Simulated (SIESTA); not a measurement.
The system is KLaZr2O6.

```
CELL_PARAMETERS angstrom
0.00000 4.18816 4.18816
4.18816 0.00000 4.18816
4.18816 4.18816 0.00000
ATOMIC_POSITIONS crystal
La 0.00000 0.00000 0.00000
Zr 0.75000 0.75000 0.75000
Zr 0.25000 0.25000 0.25000
K 0.50000 0.50000 0.50000
O 0.00000 0.50000 0.00000
O 0.50000 0.00000 0.50000
O 0.50000 0.00000 0.00000
O 0.00000 0.50000 0.50000
O 0.00000 0.00000 0.50000
O 0.50000 0.50000 0.00000
```

The cell comes from a database or a generator and needn't be the stable form of this composition.

- Program: SIESTA 5.4.2
- Task: single point
- Functional: PBEsol
- Potentials or basis: PseudoDojo 0.4 standard (PBEsol files)
- Basis: DZP (energy shift 0.003 Ry; two zetas on semicore shells; d shell added on K)
- Grid cutoff: 800 Ry
- Energy shift: 0.003 Ry
- k mesh: 6 × 6 × 6
- Occupations: fermi-dirac, width 0.05 eV
- Spin: no spin polarisation

On this cell: pressure -4.5 GPa; largest force zero by symmetry; band gap on the k mesh 2.43 eV, direct.

The same run follows on a disturbed copy (atoms moved at random, drawn with an rms of 0.05 Å):

```
CELL_PARAMETERS angstrom
0.00000 4.18816 4.18816
4.18816 0.00000 4.18816
4.18816 4.18816 0.00000
ATOMIC_POSITIONS crystal
La 0.00093 0.98589 0.00945
Zr 0.75347 0.76042 0.74911
Zr 0.24851 0.25001 0.25347
K 0.50118 0.50090 0.49996
O 0.99804 0.49186 0.00085
O 0.49426 0.99823 0.49899
O 0.49428 0.99859 0.99247
O 0.00527 0.50714 0.50773
O 0.00751 0.00669 0.49078
O 0.49951 0.50341 0.00364
```

Q: What changes?

A: The energy moves by +18.4 meV/atom; pressure -4.1 GPa; largest force 1.277 eV/Å; band gap on the k mesh 2.30 eV, direct.

Forces on the atoms (eV/Å):
```
La   0.199  0.297  0.483
Zr  -0.740 -0.155 -1.029
Zr   0.197 -0.114  1.042
K    0.023 -0.025 -0.028
O    0.387  0.170  0.302
O   -0.223  0.518  0.173
O    1.115  0.119  0.176
O   -1.073 -0.512  0.039
O    0.172 -0.027 -0.997
O   -0.054 -0.270 -0.157
```

Stress tensor (GPa, compression positive):
```
-3.82  0.54 -0.02
 0.54 -4.41  0.17
-0.02  0.17 -3.98
```

Caveats: spin-orbit coupling is left out, which moves the levels of the heavy elements; the basis of atomic orbitals isn't converged, which shifts pressures, moduli and gaps.

A k mesh can miss the band edges.
